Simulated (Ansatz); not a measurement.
# C4H8O (SMILES CCCC=O) at CAM-B3LYP/6-31G(d) (spherical functions)

Aim: the electronic atomisation energy of C4H8O at CAM-B3LYP/6-31G* (spherical functions), from 4 runs. 

Program for the calculation: Ansatz 0.2.0.

49 further runs of the same task are left out: 49 set aside as unsound or not needed.

## Step 1: The molecule

The species is C4H8O (13 atoms), meant as a singlet with charge 0. As SMILES, `CCCC=O`. The coordinates come from a PBE0-D4/def2-TZVP relaxation. This is one conformer, not always the lowest.

Bond lengths: C1–C2 1.520 Å, C2–C3 1.518 Å, C3–C4 1.499 Å, C4–O5 1.201 Å, C1–H6 1.092 Å, C1–H7 1.094 Å, C1–H8 1.091 Å, C2–H9 1.094 Å, C2–H10 1.094 Å, C3–H11 1.099 Å, C3–H12 1.099 Å, C4–H13 1.113 Å. Some angles: C1–C2–C3 113.0°, C2–C3–C4 115.1°, C3–C4–O5 125.2°, C1–C2–H9 109.7°, C1–C2–H10 109.6°, C3–C2–H9 108.7°, C3–C2–H10 108.7°, C2–C1–H6 111.1°, C2–C1–H7 111.1°, C2–C1–H8 111.1°.

## Step 2: The energy at CAM-B3LYP/6-31G(d) (spherical functions)

File in.yaml:

```yaml
crystal:
  periodic: [false, false, false]
  atoms:
    - {symbol: C, position_ang: [-1.358800, 0.247600, 0.768800]}
    - {symbol: C, position_ang: [0.157400, 0.343500, 0.817500]}
    - {symbol: C, position_ang: [0.841700, -0.545800, -0.204400]}
    - {symbol: C, position_ang: [0.730100, -0.083300, -1.626300]}
    - {symbol: O, position_ang: [0.239700, 0.954200, -1.979300]}
    - {symbol: H, position_ang: [-1.817000, 0.888100, 1.525300]}
    - {symbol: H, position_ang: [-1.694400, -0.776900, 0.955600]}
    - {symbol: H, position_ang: [-1.740200, 0.557700, -0.205500]}
    - {symbol: H, position_ang: [0.513100, 0.070500, 1.815300]}
    - {symbol: H, position_ang: [0.465500, 1.378500, 0.645000]}
    - {symbol: H, position_ang: [0.464500, -1.576800, -0.164500]}
    - {symbol: H, position_ang: [1.919000, -0.637400, -0.005700]}
    - {symbol: H, position_ang: [1.164600, -0.781200, -2.376600]}
basis:
  gaussian: {orbitals: 6-31G_st_-spherical.json}
hamiltonian: {xc: {name: CAM-B3LYP}}
accuracy: high
output: {orbitals: {seedname: orbitals}}
```

The basis set 6-31G* is read from a file made from the Basis Set Exchange's data (not shown).

Run with:

```
$ ansatz run in.yaml --threads 1 --pin off --max-ram 3480MiB --events-out events.jsonl --progress --plain --runs-dir runs
```

Output:

```text
Warning: RAYON_NUM_THREADS=1 ignored (pool sized by the plan → 1); use --threads N
Functional definition: CAM-B3LYP
  name "CAM-B3LYP"
  parameter alpha = 0.19
  parameter beta = 0.46
  parameter omega = 0.33/bohr
  parameter ac = 0.81
  exchange = (1 - alpha - beta)*b88_x + beta*b88_x_sr(omega) + alpha*exact_x + beta*exact_x_lr(omega)
  correlation = (1 - ac)*vwn5_c + ac*lyp_c
2180 factors; integrals over basis functions are off by at most 3.1e-9 eV
426 factors; integrals over basis functions are off by at most 1.8e-9 eV
mean field evaluation 1: about -6315.9824 eV, gradient 5.2e1 eV
mean field evaluation 2: about -6313.4101 eV, gradient 6.7e1 eV
mean field evaluation 4: about -6321.6861 eV, gradient 2.4e0 eV
mean field evaluation 8: about -6321.9630 eV, gradient 1.6e-1 eV
mean field evaluation 16: about -6321.9631 eV, gradient 5.0e-5 eV
mean field -6321.96309190 eV, -232.3278584468 hartree, gradient 8.1e-8 eV, S^2 0.000000; 0 other end points of the search recorded, 0 dependent functions left out
reference -6321.96310931 eV, -232.3278590867 hartree; 20, 20 occupied and 66, 66 virtual orbitals, 2180 factors
Total energy: -6321.96310931 eV, -232.3278590867 hartree
```

It took 11 s on 1 thread of AMD EPYC 7R43 (Zen 3), shared host; peak memory 0.36 GiB.

## Step 3: The C atom at the same level

File molecule.yaml:

```yaml
basis:
  gaussian: {orbitals: 6-31G_st_-spherical.json}
crystal:
  periodic: [false, false, false]
  atoms:
    - symbol: C
      position_ang: [0.000000, 0.000000, 0.000000]
magnetization: {spin_polarized: true, initial_magnetization: 2}
hamiltonian: {xc: {name: CAM-B3LYP}}
accuracy: high
```

The basis set 6-31G* is read from a file made from the Basis Set Exchange's data (not shown).

Run the same way, it converges to -37.82190 Eh (log not shown).

## Step 4: The H atom at the same level

File in.yaml:

```yaml
crystal:
  periodic: [false, false, false]
  atoms:
    - {symbol: H, position_ang: [0.000000, 0.000000, 0.000000]}
basis:
  gaussian: {orbitals: "6-31G*"}
magnetization: {spin_polarized: true, initial_magnetization: 1}
accuracy: high
hamiltonian: {xc: {name: CAM-B3LYP}}
```

Run the same way, it converges to -0.49683 Eh (log not shown).

## Step 5: The O atom, same level

File in.yaml:

```yaml
crystal:
  periodic: [false, false, false]
  atoms:
    - {symbol: O, position_ang: [0.000000, 0.000000, 0.000000]}
basis:
  gaussian:
    orbitals: 6-31G_st_-spherical.json
magnetization:
  spin_polarized: true
  initial_magnetization: 2
accuracy: high
hamiltonian:
  xc: {name: CAM-B3LYP}
```

The basis set 6-31G* is read from a file made from the Basis Set Exchange's data (not shown).

Run the same way, it converges to -75.03601 Eh (log not shown).

## Step 6: Outcome

At CAM-B3LYP/6-31G* (spherical functions):

| quantity | value |
| --- | --- |
| molecule: total energy | -232.32786 Eh |
| molecule: HOMO energy | -8.56 eV |
| molecule: LUMO energy | 1.14 eV |
| molecule: HOMO–LUMO gap | 9.70 eV |
| C atom: total energy | -37.82190 Eh |
| C atom: ⟨S²⟩ | 2.002 |
| H atom: total energy | -0.49683 Eh |
| H atom: ⟨S²⟩ | 0.750 |
| O atom: total energy | -75.03601 Eh |
| O atom: ⟨S²⟩ | 2.002 |
| electronic atomisation energy | 55.229 eV |

**Reading.** Taking the molecule apart into free atoms costs 55.23 eV (5329 kJ/mol), before zero-point energy and without spin-orbit coupling.
